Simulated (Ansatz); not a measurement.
# Bi2Se3 (tetradymite type): from bands to localised orbitals

Aim: build maximally localised Wannier functions for Bi2Se3 (tetradymite type) from several sets of trial orbitals, and check spreads and centres, and how well the models interpolate the bands. Plan: PBE, anion s p, 6×6×6; PBE, anion s p, 4×4×4; PBE, anion p, 6×6×6; PBE, all s p, disentangled, 6×6×6; PBE, cation s and anion p, disentangled, 6×6×6; r2SCAN, anion s p, 6×6×6; r2SCAN, anion p, 6×6×6; r2SCAN, cation s and anion p, disentangled, 6×6×6 (level, trial orbitals, Wannier mesh).

Method: plane waves, PAW, in Ansatz 0.2.0.

### Step 1. The system as given

The structure is trigonal, space group R-3m (No. 166). The conventional cell has a = 4.142 Å, b = 4.142 Å, c = 29.263 Å, α = 90.00°, β = 90.00°, γ = 120.00°. Bi (site symmetry 3m) has 6 Se at 2.85 to 3.07 Å as nearest neighbours. Around Se (site symmetry 3m) lie 3 Bi at 2.85 Å. Se (site symmetry -3m) is surrounded by 6 Bi at 3.07 Å.

As a file:

```cif
data_structure
_symmetry_space_group_name_H-M 'R-3m:H'
_symmetry_Int_Tables_number 166
_cell_length_a 4.1424
_cell_length_b 4.1424
_cell_length_c 29.2629
_cell_angle_alpha 90.000
_cell_angle_beta 90.000
_cell_angle_gamma 120.000
_cell_volume 434.86
loop_
_atom_site_label
_atom_site_type_symbol
_atom_site_symmetry_multiplicity
_atom_site_Wyckoff_symbol
_atom_site_fract_x
_atom_site_fract_y
_atom_site_fract_z
_atom_site_occupancy
Bi1 Bi 6 c 0.66667 0.33333 0.73268 1
Se1 Se 6 c 0.33333 0.66667 0.88079 1
Se2 Se 3 a 0.00000 0.00000 0.00000 1
```

The cell was relaxed beforehand with r2SCAN+rVV10; those runs aren't shown. No run includes spin-orbit coupling, which matters for Bi.

### Step 2. PBE, anion s p, 6×6×6

Contents of input.yaml:

```yaml
crystal:
  lattice:
    - [2.0711835755, 1.1957983949, 9.7543162122]
    - [-2.0711835755, 1.1957983949, 9.7543162122]
    - [0.0, -2.3915967897, 9.7543162122]
  atoms:
    - { symbol: Bi, position: [0.399344218, 0.399344218, 0.399344218] }
    - { symbol: Bi, position: [0.600655782, 0.600655782, 0.600655782] }
    - { symbol: Se, position: [0.2141197028, 0.2141197028, 0.2141197028] }
    - { symbol: Se, position: [0.7858802972, 0.7858802972, 0.7858802972] }
    - { symbol: Se, position: [0.0, 0.0, 0.0] }
kpoints:
  mp_grid: { grid: [6, 6, 6] }
  band_path:
    path:
      - [[0.0, 0.0, 0.0], [0.5, 0.5, 0.5], [0.8233141802428, 0.1766858197572, 0.5]]
      - [[0.5, -0.1766858197572, 0.1766858197572], [0.5, 6.123007193364e-17, -8.012791390918e-17], [0.0, 0.0, 0.0], [0.3383429098786, -0.3383429098786, 5.691026730739e-18]]
      - [[0.6616570901214, 5.178115094587e-17, 0.3383429098786], [0.5, -1.889784197554e-17, 0.5], [0.0, 0.0, 0.0]]
    npoints: 10
hamiltonian:
  xc: pbe
scf:
  occupations: { method: fixed }
  n_extra_bands: 6
output:
  forces: false
  stress: false
  eigenvalues: true
  wannier:
    kmesh: [6, 6, 6]
    projections: [{ species: Se, l: s, shell: 4 }, { species: Se, l: p, shell: 4 }]
    minimise: true
    write_hr: true
    conv_tol: 1.0e-08
    max_iter: 3000
```

On the command line:

```console
ansatz run input.yaml --threads 4 --pin off --max-ram 5529MiB --backend cpu --events-out ev --progress --plain --runs-dir out
```

Further steps of the session: PBE, anion s p, 4×4×4; PBE, anion p, 6×6×6; PBE, all s p, disentangled, 6×6×6; PBE, cation s and anion p, disentangled, 6×6×6; r2SCAN, anion s p, 6×6×6; r2SCAN, anion p, 6×6×6; r2SCAN, cation s and anion p, disentangled, 6×6×6.

Before running them: what should the planned runs give, taken together? Wanted: total spread, PBE, anion s p, 6×6×6; total spread, PBE, anion s p, 4×4×4; total spread, PBE, anion p, 6×6×6; total spread, PBE, all s p, disentangled, 6×6×6; total spread, PBE, cation s and anion p, disentangled, 6×6×6; total spread, r2SCAN, anion s p, 6×6×6; total spread, r2SCAN, anion p, 6×6×6; total spread, r2SCAN, cation s and anion p, disentangled, 6×6×6; centres of the first set.

**Answer**, as computed:

| quantity | value |
| --- | --- |
| total spread, PBE, anion s p, 6×6×6 | 43.92 Å² over 12 functions |
| total spread, PBE, anion s p, 4×4×4 | 31.48 Å² over 12 functions |
| total spread, PBE, anion p, 6×6×6 | 39.59 Å² over 9 functions |
| total spread, PBE, all s p, disentangled, 6×6×6 | 32.23 Å² over 20 functions |
| total spread, PBE, cation s and anion p, disentangled, 6×6×6 | 43.69 Å² over 11 functions |
| total spread, r2SCAN, anion s p, 6×6×6 | 42.13 Å² over 12 functions |
| total spread, r2SCAN, anion p, 6×6×6 | 38.03 Å² over 9 functions |
| total spread, r2SCAN, cation s and anion p, disentangled, 6×6×6 | 43.15 Å² over 11 functions |
| centres of the first set | 0.06 to 0.95 Å from the nearest atom |

With PBE, anion s p, 6×6×6 the 12 functions move off the atoms, with a mean spread of 3.66 Å²; 92 % of the total is gauge invariant. The total spread goes from 31.48 Å² on 4×4×4 to 43.92 Å² on 6×6×6: finite differences in k understate it on coarse meshes, while the largest miss of a band goes from 2.74 to 0.12 eV. On one set and mesh the functional gives 43.92 (PBE), 42.13 (r2SCAN) Å². The disentangled models miss some band by up to 0.8 eV, which may lie outside their frozen windows.
